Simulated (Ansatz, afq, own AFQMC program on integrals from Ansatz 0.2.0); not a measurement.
# HfB+ (quintet): quantum Monte Carlo beside coupled cluster, def2-TZVPP

Aim: compute HfB+ (quintet) with auxiliary-field quantum Monte Carlo on the same integrals as coupled cluster, and set the energies side by side.

The runs use Ansatz 0.2.0, Gaussian basis, and an in-house AFQMC program (afq) on its integrals; all values are calculated; def2-TZVPP, frozen cores.

The runs, in order: CCSD(T) on UHF; PBE (unrestricted); CCSDT(Q) on UHF; r2SCAN (unrestricted); PBE0 (unrestricted); B3LYP (unrestricted); wB97M-V (unrestricted); B2PLYP (unrestricted); Phaseless AFQMC, CISD trial on UHF.

2 further runs of the same task are left out: 2 that didn't finish.

## (1) The system

The geometry is a PBE0/def2-TZVP stationary point (not a proven minimum) of the parent state, kept for this charge and spin. No spin-orbit coupling is included. Elements past krypton take def2 core potentials.

2 atoms, charge 1, spin multiplicity 5.

Atoms are counted from 1 here; the program's logs count them from 0.

Bond lengths: Hf1–B2 2.136 Å.

Geometry (Å):

```xyz
2
charge 1, multiplicity 5
Hf    0.0000    0.0000    0.0000
B     0.0000    0.0000    2.1360
```

## (2) CCSD(T) on UHF

in.yaml

```yaml
crystal:
  periodic: [false, false, false]
  atoms:
    - {symbol: Hf, position_ang: [0.000000, 0.000000, 0.000000]}
    - {symbol: B, position_ang: [0.000000, 0.000000, 2.136000]}
basis:
  gaussian: {orbitals: def2-TZVPP}
total_charge: 1
magnetization: {spin_polarized: true, initial_magnetization: 4}
correlation: {method: ccsd_t, electrons: outside_noble_gas, hamiltonian_folder: ham}
```

Command:

```console
$ ansatz run in.yaml --threads 1 --pin off --events-out ev --progress --plain --max-ram 16896MiB --backend cuda --devices 0, --max-vram 18GiB
```

Standard output (excerpt; [...] marks lines left out):

```text
Functional definition: HF
  name "HF"
  cite "Fock, Z. Phys. 61, 126 (1930) doi:10.1007/BF01340294"
  parent pbe
[...]
557 factors; integrals over basis functions are off by at most 1.4e-3 eV
[...]
mean field -1952.14522392 eV, -71.7400137674 hartree, gradient 5.1e-6 eV, S^2 6.009205; 29 other end points of the search recorded, 0 dependent functions left out
determinant -1952.14522392 eV, -71.7400137674 hartree, with singles and doubles -1955.54698063 eV, -71.8650260208 hartree
determinant -1951.81847263 eV, -71.7280058792 hartree, with singles and doubles -1954.55005839 eV, -71.8283898041 hartree
determinant -1951.80888058 eV, -71.7276533777 hartree, with singles and doubles -1954.54403987 eV, -71.8281686275 hartree
determinant -1951.59416619 eV, -71.7197627694 hartree, with singles and doubles -1954.90278667 eV, -71.8413523296 hartree
determinant -1950.37871745 eV, -71.6750958523 hartree, with singles and doubles -1952.97223190 eV, -71.7704057501 hartree
determinant -1950.24270009 eV, -71.6700973063 hartree, with singles and doubles -1953.30796245 eV, -71.7827436202 hartree
determinant -1950.24058291 eV, -71.6700195014 hartree, with singles and doubles -1953.28433334 eV, -71.7818752664 hartree
determinant -1950.15292488 eV, -71.6667981281 hartree, with singles and doubles -1953.00746376 eV, -71.7717004973 hartree
determinant -1949.76951006 eV, -71.6527078934 hartree, with singles and doubles -1952.76731788 eV, -71.7628752989 hartree
determinant -1949.74045700 eV, -71.6516402131 hartree, with singles and doubles -1952.33227497 eV, -71.7468877667 hartree
determinant -1949.73823163 eV, -71.6515584323 hartree, with singles and doubles -1952.79572427 eV, -71.7639192145 hartree
determinant -1949.62213404 eV, -71.6472919248 hartree, with singles and doubles -1952.20942365 eV, -71.7423730640 hartree
determinant -1949.51353373 eV, -71.6433009367 hartree, with singles and doubles -1952.33374610 eV, -71.7469418297 hartree
determinant -1949.50561511 eV, -71.6430099331 hartree, with singles and doubles -1952.53024282 eV, -71.7541629510 hartree
determinant -1949.23839151 eV, -71.6331896468 hartree, with singles and doubles -1951.83714254 eV, -71.7286919856 hartree
determinant -1949.20101292 eV, -71.6318160088 hartree, with singles and doubles -1951.74117474 eV, -71.7251652340 hartree
5 core orbitals not correlated: weight in the atoms' cores, before any rotation towards them, 0.997 or more for the frozen orbitals, at most 0.002 for the correlated occupied ones
reference -1952.14522392 eV, -71.7400137674 hartree; 5, 1 occupied and 77, 81 virtual orbitals, 557 factors
second order -2.76561762 eV of doubles, -0.00000000 eV of singles
cycle   1  -3.33374313 eV  change   -1.8e-1 eV  update   2.0e-2
[...]
cycle  14  -3.34918296 eV  change    2.3e-6 eV  update   2.9e-6
perturbative correction -0.21561311 eV, -0.0079236356 hartree
Total energy: -1955.71001999 eV, -71.8710176066 hartree
```

Run time: 11 s. Hardware: 1 × NVIDIA H100 80GB HBM3 with 1 thread of AMD EPYC 7R13 (Zen 3), shared host; peak host memory 1.9 GiB.

From the report: ⟨S²⟩ of the determinant 6.009 (pure quintet: 6.00); correlation -3.5648 eV; T1 0.048; largest double amplitude 0.05.

This run also writes the integrals to the folder ham.

## (3) PBE (unrestricted)

Changes to in.yaml since step 2:

```diff
@@ -9,2 +9,3 @@
 magnetization: {spin_polarized: true, initial_magnetization: 4}
-correlation: {method: ccsd_t, electrons: outside_noble_gas, hamiltonian_folder: ham}
+hamiltonian: {xc: {name: PBE}}
+output: {orbitals: {seedname: orbitals}}
```

Command:

```console
$ ansatz run in.yaml --threads 1 --pin off --events-out ev --progress --plain --max-ram 5632MiB --backend cpu
```

Standard output:

```text
Functional definition: PBE
  name "PBE"
  cite "Perdew, Burke & Ernzerhof, Phys. Rev. Lett. 77, 3865 (1996) doi:10.1103/PhysRevLett.77.3865"
  parent pbe
  parameter kappa = 0.804
  parameter beta = 0.06672455060314922
  exchange = pbe_x(kappa = kappa, mu = beta*pi^2/3)
  correlation = pbe_c(beta = beta)
527 factors; their error is unknown
mean field evaluation 1: about -1959.7136 eV, gradient 3.5e1 eV
mean field evaluation 2: about -1896.9734 eV, gradient 7.7e1 eV
mean field evaluation 4: about -1967.3989 eV, gradient 1.3e1 eV
mean field evaluation 8: about -1968.7144 eV, gradient 1.2e-1 eV
mean field evaluation 16: about -1968.7101 eV, gradient 1.8e-4 eV
mean field evaluation 32: about -1968.1333 eV, gradient 6.1e-1 eV
mean field evaluation 64: about -1967.6605 eV, gradient 1.2e0 eV
mean field evaluation 96: about -1968.6771 eV, gradient 9.7e-1 eV
mean field -1968.71010514 eV, -72.3487619244 hartree, gradient 1.5e-5 eV, S^2 6.002132; 12 other end points of the search recorded, 0 dependent functions left out
reference -1968.71014828 eV, -72.3487635095 hartree; 10, 6 occupied and 77, 81 virtual orbitals, 527 factors
Total energy: -1968.71014828 eV, -72.3487635095 hartree
```

It took 13 s on 1 thread of AMD EPYC 7R13 (Zen 3), shared host; peak memory 1.9 GiB.

From the report: ⟨S²⟩ of the determinant 6.002 (pure quintet: 6.00).

## (4) CCSDT(Q) on UHF

Changes to in.yaml since step 3:

```diff
@@ -9,3 +9,2 @@
 magnetization: {spin_polarized: true, initial_magnetization: 4}
-hamiltonian: {xc: {name: PBE}}
-output: {orbitals: {seedname: orbitals}}
+correlation: {method: ccsdt_q, electrons: outside_noble_gas}
```

Command:

```console
$ ansatz run in.yaml --threads 1 --pin off --events-out ev --progress --plain --max-ram 16896MiB --backend cuda --devices 0, --max-vram 18GiB
```

Standard output (excerpt; [...] marks lines left out):

```text
Functional definition: HF
  name "HF"
  cite "Fock, Z. Phys. 61, 126 (1930) doi:10.1007/BF01340294"
  parent pbe
[...]
1059 factors; integrals over basis functions are off by at most 3.7e-5 eV
[...]
mean field -1952.14522926 eV, -71.7400139639 hartree, gradient 2.9e-6 eV, S^2 6.009205; 30 other end points of the search recorded, 0 dependent functions left out
determinant -1952.14522926 eV, -71.7400139639 hartree, with singles and doubles -1955.54698300 eV, -71.8650261078 hartree
determinant -1951.81847652 eV, -71.7280060219 hartree, with singles and doubles -1954.55005330 eV, -71.8283896171 hartree
determinant -1951.80888447 eV, -71.7276535206 hartree, with singles and doubles -1954.54404023 eV, -71.8281686408 hartree
determinant -1951.59417028 eV, -71.7197629197 hartree, with singles and doubles -1954.90278363 eV, -71.8413522179 hartree
[...]
determinant -1949.51353885 eV, -71.6433011249 hartree, with singles and doubles -1952.33371433 eV, -71.7469406623 hartree
determinant -1949.50561787 eV, -71.6430100342 hartree, with singles and doubles -1952.53023755 eV, -71.7541627576 hartree
determinant -1949.23839564 eV, -71.6331897984 hartree, with singles and doubles -1951.83714757 eV, -71.7286921704 hartree
determinant -1949.20101646 eV, -71.6318161391 hartree, with singles and doubles -1951.74118196 eV, -71.7251654995 hartree
5 core orbitals not correlated: weight in the atoms' cores, before any rotation towards them, 0.997 or more for the frozen orbitals, at most 0.002 for the correlated occupied ones
reference -1952.14522926 eV, -71.7400139639 hartree; 5, 1 occupied and 77, 81 virtual orbitals, 1059 factors
second order -2.76561402 eV of doubles, -0.00000000 eV of singles
cycle   1  -3.08637311 eV  change   -3.2e-1 eV  update   9.3e-2
[...]
cycle  21  -3.60512400 eV  change   -1.4e-7 eV  update   2.5e-7
perturbative correction -0.01728225 eV, -0.0006351111 hartree
Total energy: -1955.76763552 eV, -71.8731349384 hartree
```

Wall time 12 s (1 × NVIDIA H100 80GB HBM3 with 1 thread of AMD EPYC 7R13 (Zen 3), shared host); peak host memory 1.9 GiB.

From the report: ⟨S²⟩ of the determinant 6.009 (pure quintet: 6.00); correlation -3.6224 eV; T1 0.052; largest double amplitude 0.06.

## (5) r2SCAN (unrestricted)

Changes to in.yaml since step 4:

```diff
@@ -9,2 +9,2 @@
 magnetization: {spin_polarized: true, initial_magnetization: 4}
-correlation: {method: ccsdt_q, electrons: outside_noble_gas}
+hamiltonian: {xc: {name: r2SCAN}}
```

Command:

```console
$ ansatz run in.yaml --threads 1 --pin off --events-out ev --progress --plain --max-ram 5632MiB --backend cpu
```

Standard output (excerpt; [...] marks lines left out):

```text
Functional definition: r2SCAN
  name "r2SCAN"
  cite "Furness, Kaplan, Ning, Perdew & Sun, J. Phys. Chem. Lett. 11, 8208 (2020) doi:10.1021/acs.jpclett.0c02405"
  cite "Furness, Kaplan, Ning, Perdew & Sun, J. Phys. Chem. Lett. 11, 9248 (2020) doi:10.1021/acs.jpclett.0c03077"
  parent r2scan
[...]
527 factors; their error is unknown
[...]
mean field -1969.36565808 eV, -72.3728530505 hartree, gradient 3.5e-6 eV, S^2 6.006400; 15 other end points of the search recorded, 0 dependent functions left out
reference -1969.36567600 eV, -72.3728537089 hartree; 10, 6 occupied and 77, 81 virtual orbitals, 527 factors
Total energy: -1969.36567600 eV, -72.3728537089 hartree
```

Run time: 33 s. Hardware: 1 thread of AMD EPYC 7R13 (Zen 3), shared host; peak memory 1.9 GiB.

From the report: ⟨S²⟩ of the determinant 6.006 (pure quintet: 6.00).

## (6) PBE0 (unrestricted)

Changes to in.yaml since step 5:

```diff
@@ -9,2 +9,3 @@
 magnetization: {spin_polarized: true, initial_magnetization: 4}
-hamiltonian: {xc: {name: r2SCAN}}
+hamiltonian: {xc: {name: PBE0}}
+output: {orbitals: {seedname: orbitals}}
```

Same command.

Standard output:

```text
Functional definition: PBE0
  name "PBE0"
  cite "Adamo & Barone, J. Chem. Phys. 110, 6158 (1999) doi:10.1063/1.478522"
  cite "Perdew, Burke & Ernzerhof, Phys. Rev. Lett. 77, 3865 (1996) doi:10.1103/PhysRevLett.77.3865"
  parent pbe
  parameter a = 0.25
  parameter kappa = 0.804
  parameter beta = 0.06672455060314922
  exchange = (1 - a)*pbe_x(kappa = kappa, mu = beta*pi^2/3) + a*exact_x
  correlation = pbe_c(beta = beta)
573 factors; their error is unknown
mean field evaluation 1: about -1961.1388 eV, gradient 3.1e1 eV
mean field evaluation 2: about -1923.1454 eV, gradient 6.9e1 eV
mean field evaluation 4: about -1967.6603 eV, gradient 5.9e0 eV
mean field evaluation 8: about -1967.9018 eV, gradient 1.2e-1 eV
mean field evaluation 16: about -1967.9108 eV, gradient 2.3e-4 eV
mean field evaluation 32: about -1967.1799 eV, gradient 5.7e0 eV
mean field -1967.91078894 eV, -72.3193875956 hartree, gradient 2.2e-5 eV, S^2 6.003677; 2 other end points of the search recorded, 0 dependent functions left out
reference -1967.91082130 eV, -72.3193887851 hartree; 10, 6 occupied and 77, 81 virtual orbitals, 573 factors
Total energy: -1967.91082130 eV, -72.3193887851 hartree
```

Run time: 3.9 s. Hardware: 1 thread of AMD EPYC 7R13 (Zen 3), shared host; peak memory 1.9 GiB.

From the report: ⟨S²⟩ of the determinant 6.004 (pure quintet: 6.00).

## (7) B3LYP (unrestricted)

Changes to in.yaml since step 6:

```diff
@@ -9,3 +9,2 @@
 magnetization: {spin_polarized: true, initial_magnetization: 4}
-hamiltonian: {xc: {name: PBE0}}
-output: {orbitals: {seedname: orbitals}}
+hamiltonian: {xc: {name: B3LYP}}
```

Same command.

Standard output (excerpt; [...] marks lines left out):

```text
Functional definition: B3LYP
  name "B3LYP"
  cite "Stephens, Devlin, Chabalowski & Frisch, J. Phys. Chem. 98, 11623 (1994) doi:10.1021/j100096a001"
  cite "Becke, Phys. Rev. A 38, 3098 (1988) doi:10.1103/PhysRevA.38.3098"
  cite "Lee, Yang & Parr, Phys. Rev. B 37, 785 (1988) doi:10.1103/PhysRevB.37.785"
  cite "Vosko, Wilk & Nusair, Can. J. Phys. 58, 1200 (1980) doi:10.1139/p80-159"
[...]
542 factors; their error is unknown
[...]
mean field -1969.64912729 eV, -72.3832703519 hartree, gradient 2.8e-5 eV, S^2 6.002522; 3 other end points of the search recorded, 0 dependent functions left out
reference -1969.64932039 eV, -72.3832774481 hartree; 10, 6 occupied and 77, 81 virtual orbitals, 542 factors
Total energy: -1969.64932039 eV, -72.3832774481 hartree
```

Run time: 3.3 s. Hardware: 1 thread of AMD EPYC 7R13 (Zen 3), shared host; peak memory 1.9 GiB.

From the report: ⟨S²⟩ of the determinant 6.003 (pure quintet: 6.00).

## (8) wB97M-V (unrestricted)

Changes to in.yaml since step 7:

```diff
@@ -9,2 +9,3 @@
 magnetization: {spin_polarized: true, initial_magnetization: 4}
-hamiltonian: {xc: {name: B3LYP}}
+hamiltonian: {xc: {name: wB97M-V}}
+output: {orbitals: {seedname: orbitals}}
```

Same command.

Standard output (excerpt; [...] marks lines left out):

```text
Functional definition: wB97M-V
  name "wB97M-V"
  cite "Mardirossian & Head-Gordon, J. Chem. Phys. 144, 214110 (2016) doi:10.1063/1.4952647"
  cite "Becke, J. Chem. Phys. 107, 8554 (1997) doi:10.1063/1.475007"
  cite "Vydrov & Van Voorhis, J. Chem. Phys. 133, 244103 (2010) doi:10.1063/1.3521275"
  # Of w^i u^j: cxij and so on, Table III.
[...]
  gx(w, u) = 1 - cx + cx01*u + cx10*w
  gss(w, u) = css00 + css04*u^4 + css10*w + css20*w^2 + css43*w^4*u^3
  gos(w, u) = cos00 + cos10*w + (cos20 + cos21*u)*w^2 + (cos60 + cos61*u)*w^6
[...]
      + integral(e_c_pw_mod_opposite_spin*gos(b97_w_opposite, b97_u_opposite)) + vv10(b, c)
527 factors; their error is unknown
139 factors; integrals over basis functions are off by at most 5.2e-5 eV
[...]
mean field -1966.54143428 eV, -72.2690647403 hartree, gradient 5.3e-6 eV, S^2 6.003196; 2 other end points of the search recorded, 0 dependent functions left out
reference -1966.54147477 eV, -72.2690662283 hartree; 10, 6 occupied and 77, 81 virtual orbitals, 527 factors
Total energy: -1966.54147477 eV, -72.2690662283 hartree
```

Wall time 23 s (1 thread of AMD EPYC 7R13 (Zen 3), shared host); peak memory 1.9 GiB.

From the report: ⟨S²⟩ of the determinant 6.003 (pure quintet: 6.00).

## (9) B2PLYP (unrestricted)

Changes to in.yaml since step 8:

```diff
@@ -9,3 +9,3 @@
 magnetization: {spin_polarized: true, initial_magnetization: 4}
-hamiltonian: {xc: {name: wB97M-V}}
-output: {orbitals: {seedname: orbitals}}
+hamiltonian: {xc: {name: B2PLYP}}
+correlation: {electrons: outside_noble_gas}
```

The command is unchanged.

Standard output (excerpt; [...] marks lines left out):

```text
Functional definition: B2PLYP
  name "B2PLYP"
  cite "Grimme, J. Chem. Phys. 124, 034108 (2006) doi:10.1063/1.2148954"
  cite "Becke, Phys. Rev. A 38, 3098 (1988) doi:10.1103/PhysRevA.38.3098"
  cite "Lee, Yang & Parr, Phys. Rev. B 37, 785 (1988) doi:10.1103/PhysRevB.37.785"
[...]
557 factors; integrals over basis functions are off by at most 1.4e-3 eV
[...]
mean field -1962.75628791 eV, -72.1299631765 hartree, gradient 3.2e-6 eV, S^2 6.004786; 10 other end points of the search recorded, 0 dependent functions left out
5 core orbitals not correlated: weight in the atoms' cores, before any rotation towards them, 0.998 or more for the frozen orbitals, at most 0.001 for the correlated occupied ones
reference -1962.75640830 eV, -72.1299676008 hartree; 5, 1 occupied and 77, 81 virtual orbitals, 557 factors
second order -3.89017796 eV of doubles, -0.00000000 eV of singles
Total energy: -1963.80675635 eV, -72.1685671797 hartree
```

Wall time 17 s (1 thread of AMD EPYC 7R13 (Zen 3), shared host); peak memory 1.9 GiB.

From the report: ⟨S²⟩ of the determinant 6.005 (pure quintet: 6.00).

## (10) Phaseless AFQMC, CISD trial on UHF

It reads the integrals that the CCSD(T) run on this determinant wrote.

Command:

```console
$ afq ham --method phaseless --trial cisd --walkers 2200 --populations 20 --least-time 60 --time-step 0.005 --steps-per-block 50 --equilibration-blocks 40 --max-blocks 4000 --target-error 0.00015 --factor-cut 1e-05 --start spin_pure --seed 2547 --release-times 0.24,0.5,1,1.5 --release-step 0.02 --release-every 3 --taylor-order 6
```

Standard output:

```text
orbitals 82  electrons 5 1  factors 557 of 557
reference energy -71.74001377 Eh
CCSD correlation -0.12308018 Eh in 13 cycles, weight of the determinant in the CISD state 0.8730
energy of the start -71.862975 Eh
 block  time / (1/Eh)  mean weight  energy / Eh
     1     0.250  0.9999  -71.863017
     2     0.500  1.0002  -71.864023
     3     0.750  1.0000  -71.865007
     4     1.000  1.0000  -71.866317
     5     1.250  0.9998  -71.867095
     6     1.500  1.0002  -71.867749
     7     1.750  1.0000  -71.868180
     8     2.000  0.9999  -71.868973
     9     2.250  0.9999  -71.869024
    10     2.500  0.9998  -71.869428
    13     3.250  0.9998  -71.870371
    16     4.000  1.0000  -71.871072
    19     4.750  1.0000  -71.871120
    22     5.500  0.9999  -71.870952
    25     6.250  0.9993  -71.871210
    28     7.000  1.0001  -71.871306
    31     7.750  1.0001  -71.871653
    34     8.500  0.9998  -71.871826
    37     9.250  1.0002  -71.872166
    40    10.000  0.9998  -71.871130
    43    10.750  1.0000  -71.869560
    46    11.500  1.0001  -71.870771
    49    12.250  1.0002  -71.871154
    52    13.000  0.9995  -71.871339
    55    13.750  0.9993  -71.871526
    58    14.500  0.9999  -71.870782
    61    15.250  0.9998  -71.870343
    64    16.000  0.9996  -71.870454
    67    16.750  1.0001  -71.871933
    70    17.500  1.0001  -71.870185
    73    18.250  1.0004  -71.870708
    76    19.000  1.0002  -71.870285
    79    19.750  0.9999  -71.869786
    82    20.500  0.9998  -71.871065
    85    21.250  0.9994  -71.870821
    88    22.000  1.0002  -71.870341
    91    22.750  1.0001  -71.869677
    94    23.500  0.9996  -71.868918
    97    24.250  1.0000  -71.870174
   100    25.000  1.0002  -71.870176
   103    25.750  1.0000  -71.870613
   106    26.500  1.0002  -71.866768
   109    27.250  0.9999  -71.871303
   112    28.000  0.9997  -71.870241
   115    28.750  1.0002  -71.870928
   118    29.500  1.0001  -71.870948
   121    30.250  0.9999  -71.870082
   124    31.000  0.9995  -71.869551
   127    31.750  1.0000  -71.869561
   130    32.500  1.0000  -71.869728
   133    33.250  1.0005  -71.870874
   136    34.000  1.0004  -71.870271
   139    34.750  1.0004  -71.864045
   142    35.500  0.9999  -71.869686
   145    36.250  1.0003  -71.870455
   148    37.000  1.0001  -71.870076
error from the spread of 20 populations
released: time / (1/Eh)  energy / Eh  error  mean overlap
  0.24  -71.881137  0.011802  0.9986
  0.50  -71.871524  0.000381  0.9991
  1.00  -71.871663  0.000146  1.0004
  1.50  -71.884948  0.012514  1.0014
energy -71.870300 +/- 0.000149 Eh
```

Run time: 90 s. Hardware: 1 × NVIDIA H100 80GB HBM3 with 2 threads of AMD EPYC 7R13 (Zen 3), shared host; peak host memory 1.9 GiB.

Energy -1955.6905 ± 0.0041 eV. Caveats: constraint bias not in the error.

## (11) AFQMC on the ladder

On the UHF determinant, counted from CCSDT(Q) (a yardstick, not exact):

| level | energy (eV) | from CCSDT(Q) (meV) | statistical error (meV) | time |
| --- | --- | --- | --- | --- |
| HF | -1952.1452 | +3622.4 |  |  |
| MP2 | -1954.9108 | +856.8 |  |  |
| CCSD | -1955.4944 | +273.2 |  |  |
| CCSD(T) | -1955.7100 | +57.6 |  |  |
| CCSDT(Q) | -1955.7676 | 0.0 |  |  |
| Phaseless AFQMC, CISD trial, step 0.005, 2200 walkers | -1955.6905 | +77.1 | 4.1 | 90 s |

The functionals' totals stand on their own zeros and serve differences with other points: PBE -1968.710 eV; r2SCAN -1969.366 eV; PBE0 -1967.911 eV; B3LYP -1969.649 eV; wB97M-V -1966.541 eV; B2PLYP -1963.807 eV.

## (12) Results

```
                                        quantity            value
                    CCSD(T) on UHF from CCSDT(Q)        +57.6 meV
Phaseless AFQMC, CISD trial on UHF from CCSDT(Q)  +77.1 ± 4.1 meV
```

What this shows: On UHF the phaseless walk with the CISD trial lies +77.1 meV from CCSDT(Q), 19 times its error bar. Error bars are statistical and leave out the constraint, the time step and what remains of the start. Hf carries a core potential, and spin-orbit coupling is left out.
